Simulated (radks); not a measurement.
**O⁺ in [He] 2s2 2p3: an all-electron calculation**

An exercise on one series of results from a longer session: the logs are not shown, and one member is left open.

The numbers are computed with radks (a radial shooting solver on a logarithmic mesh, Libxc functionals) version 1 (scalar-relativistic Kohn-Sham, PBEsol, spin-polarised, spherical densities, finite nucleus; open shells are filled with parallel spins first), except any that are marked as measured or tabulated.

**The atom as given**

```
element            : oxygen (Z = 8)
charge             : +1
electrons          : 7
configuration      : [He] 2s2 2p3
nuclear rms radius : 2.6991 fm
```

Outer shells as boxes (Hund's rule):

O⁺
```
[He] core
2s [↑↓]
2p [↑ ][↑ ][↑ ]
```

The first run:

Settings of this run:

```text
Z 8
configuration [He] 2s2 2p3 3s0 3p0 3d0
relativity scalar-relativistic
functional pbe_sol,pbe_sol
spin polarised
nucleus finite rms 2.6991 fm
c 137.035999084
```

Started as:

```
python run_ks.py task.json out
```

The same process makes all the runs of this session.

One table of the session follows, with a row left open; its other results are not shown here.

It belongs to the step «Radial structure». Radial moments (bohr):

```
  level     <r>  outermost maximum (interpolated)  90 % within
  1s up  0.2003                             0.130        0.359
1s down  0.1994                             0.129        0.357
  2s up   1.075                             0.851         1.70
2s down   1.115                             0.868         1.78
  2p up   1.085                             0.773         1.83
2p down       ?                                 ?            ?
```

**Question.** Estimate the row for 2p down.

The run gave: <r>: 1.173; outermost maximum (interpolated): 0.807; 90 % within: 2.02. In the column «<r>» it is the highest.

Caveats from the session: Open shells are spherical and high-spin; term and fine-structure splittings are not resolved.
